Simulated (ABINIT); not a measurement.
Write the native input for ABINIT 10.8.3 (patched build) that does the following.

```yaml
Task: single point
Functional: PBE
Potentials_or_basis: JTH PAW PBE v2.0
Cutoff: 408 eV
k_mesh: 9 × 9 × 7
Occupations: fermi-dirac, width 0.05 eV
Spin: no spin polarisation
Fine-grid_cutoff: 816.342 eV
```

The system is SiSe.

```xyz
2
Lattice="3.5952 0.0000 0.0000 -1.7976 3.1135 0.0000 0.0000 0.0000 3.5987" Properties=species:S:1:pos:R:3 pbc="T T T"
Si    1.7663    1.0561    1.7925
Se    0.0223   -0.0085    0.0006
```

The cell was built by a generator and needn't be a form met in nature.

The cell isn't the ideal one: atoms moved at random, drawn with an rms of 0.05 Å.

These files were run (other wordings do the same):

run.abi

```
# Pseudopotentials
pp_dirpath "./"
pseudos "Si.GGA_PBE-JTH.xml, Se.GGA_PBE-JTH.xml"

# Structure
acell 3*1.0
rprim
     6.7939433633     0.0000000000     0.0000000000
    -3.3969716816     5.8837189808     0.0000000000
     0.0000000000     0.0000000000     6.8006140965
ntypat 2
znucl 14 34
natom 2
typat 1 2
xred
     0.6609040000     0.3391970000     0.4980790000
     0.0048590000    -0.0027150000     0.0001690000
chkprim 0
chksymtnons 0
tolsym 1.0e-6

# Plane-wave basis
ecut 408.170794 eV
pawecutdg 30.0
pawxcdev 0

# k points
kptopt 1
ngkpt 9 9 7
nshiftk 1
shiftk 0.0 0.0 0.0

# Exchange and correlation
ixc 11

# Bands and occupations
nband 9
occopt 3
tsmear 0.05 eV

# SCF cycle
nstep 100
tolvrs 1.0e-9

# Output
iomode 3
prtwf 0
prtden 0
prteig 0
prtebands 0
enunit 2
```

Potentials or basis: JTH PAW PBE v2.0.

Launch:

```console
$ abinit run.abi > log 2>&1
```

Results of the run:

The pressure is 0.3 GPa. The largest force is 0.079 eV/Å, the band gap on the k mesh is none (metal or under the smearing width) and the valence electrons inside the program's atomic spheres are Si 1.38; Se 3.89.

Wall time 53 s on 1 thread of Arm Neoverse V1, with other jobs on the host, peak memory 0.14 GiB.
